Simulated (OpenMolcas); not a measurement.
**Ag⁴⁺ among point charges: CASSCF and CASPT2 levels and susceptibility**

Aim: the splitting of the states of Ag⁴⁺ in the field of 2 point charges, its lowest levels with spin-orbit coupling and its magnetic susceptibility.

The numbers are computed with OpenMolcas 26.06 (state-averaged CASSCF and CASPT2, spin-orbit coupling by RASSI with atomic mean-field integrals), except any that are marked as measured or tabulated.

## Step 1: Starting point

```
Species                           : Ag⁴⁺ (silver, Z = 47, 43 electrons)
Basis                             : ANO-RCC-VDZP [6s5p3d1f], 43 functions
Scalar Hamiltonian                : DKH2, point nucleus
Inactive shells                   : 1s 2s 2p 3s 3p 3d 4s 4p
Active space                      : 7 electrons in 5 orbitals (4d)
Some configurations of this space : 4d⁷
Orbitals                          : optimised for each spin and parity, averaged over all roots
```

Outer shells as boxes (Hund's rule):

4d7
```
4d [↑↓][↑↓][↑ ][↑ ][↑ ]
```

The ion sits among 2 point charges of -2.5 e arranged as a linear pair (D∞h), 2.29 Å from the ion.

Each step is its own input file, run in one work folder so that later steps find the files of earlier ones. Labels, J, g values, rates, χT and fits are worked out afterwards by a script from the matrices that RASSI stores. The input lists half of the charges; inversion (Group=XYZ) makes the rest.

## Step 2: One- and two-electron integrals

a.inp

```
&GATEWAY
Coord
1

Ag 0.0 0.0 0.0
Basis=ANO-RCC-VDZP
Group=XYZ
NoMove
AngMom=0.0 0.0 0.0
AMFI
XField
1 Angstrom 0
0.000000 0.000000 2.290000 -2.500000
&SEWARD
```

## Step 3: CASSCF: quartets of even parity, 10 roots

a.inp

```
&RASSCF
FileOrb=start.orb
Symmetry=1
Spin=4
nActEl=7 0 0
Inactive=9 9
Ras2=5 0
CIRoot=10 10 1
SDav=10
CIMx=300
Iter=120 100
PrWF=0.3
OrbListing=Nothing
MaxOrb=0
>>> COPY $Project.JobIph JOB001
```

start.orb holds the contracted functions of the basis, ordered by shell, or the orbitals of the step before.

## Step 4: CASSCF: doublets of even parity, 40 roots

a.inp

```
&RASSCF
FileOrb=start.orb
Symmetry=1
Spin=2
nActEl=7 0 0
Inactive=9 9
Ras2=5 0
CIRoot=40 40 1
SDav=40
CIMx=300
Iter=120 100
PrWF=0.3
OrbListing=Nothing
MaxOrb=0
>>> COPY $Project.JobIph JOB002
```

## Step 5: RASSI: spin-orbit coupling between the states

a.inp

```
&RASSI
NrOfJobIphs=2 10 40
1 2 3 4 5 6 7 8 9 10
1 2 3 4 5 6 7 8 9 10 11 12 13 14 15 16 17 18 19 20 21 22 23 24 25 26 27
28 29 30 31 32 33 34 35 36 37 38 39 40
IphNames
JOB001
JOB002
EJob
SpinOrbit
DIPRint=1.0
SOCoupling=1000.0
Subsets=2
Property=9
'ANGMOM' 1 'ANGMOM' 2 'ANGMOM' 3 'MLTPL  1' 1 'MLTPL  1' 2 'MLTPL  1' 3
'AMFI' 1 'AMFI' 2 'AMFI' 3
SOProperty=3
'ANGMOM' 1 'ANGMOM' 2 'ANGMOM' 3
```

## Step 6: CASPT2: IPEA 0.25, imaginary shift 0.1 (closed shells correlated: 4s 4p)

a.inp

```
>>> COPY JOB001 $Project.JobIph
&CASPT2
Multistate=10 1 2 3 4 5 6 7 8 9 10
NoMult
Frozen=8 6
IPEA=0.25
Imaginary=0.1
MaxIter=60
WThr=0.0 0.3 0.05
PrWF=0.5
NoMix
>>> COPY JOB002 $Project.JobIph
&CASPT2
Multistate=40 1 2 3 4 5 6 7 8 9 10 11 12 13 14 15 16 17 18 19 20 21 22
23 24 25 26 27 28 29 30 31 32 33 34 35 36 37 38 39 40
NoMult
Frozen=8 6
IPEA=0.25
Imaginary=0.1
MaxIter=60
WThr=0.0 0.3 0.05
PrWF=0.5
NoMix
```

(Steps that only read results are left out.)

Q: Predict the outcome of this session. Wanted: spin-free ground state; first state of the same spin within the active space; lowest level; next level.

As calculated:

| quantity | value |
| --- | --- |
| method | SS-CASPT2, IPEA 0.25, imaginary shift 0.1 (closed shells correlated: 4s 4p) |
| spin-free ground state | 4Sigma, 1-fold in its orbital part |
| first state of the same spin within the active space | 4Phi at 230 cm⁻¹ |
| lowest level | 2-fold, g = 0.00, 0.00, 11.96 |
| next level | 1351.8 cm⁻¹ |
| χT at 300 K | 4.74 cm³ K/mol |
| effective moment at 300 K | 6.16 μB |

Cost by method:

```
                                              method  time of its own steps  time with the reference
                                           A. CASSCF                   12 s                     12 s
B. SS-CASPT2, IPEA 0.25, imaginary shift 0.1, +4s 4p                  3.4 s                     15 s
```

Times are of one thread on a shared host.

The spin-free ground state (4Sigma) comes to 67 % from free-ion F terms and keeps the highest spin of the shell. χT at 300 K is 4.74, against 1.88 cm³ K/mol for the spin alone, so orbital moment adds to it. An active space of the d shell alone favours high spin; real ions in strong fields can be low spin. CASPT2 does not keep the components of a term degenerate, and the means are used. The field of point charges can differ much from that of real complexes. With metal d orbitals alone active, the gaps between spin states are rough; where two lie within a few thousand cm-1, their order is open. Point charges carry no covalency, so the field is a model and not that of real ligands.
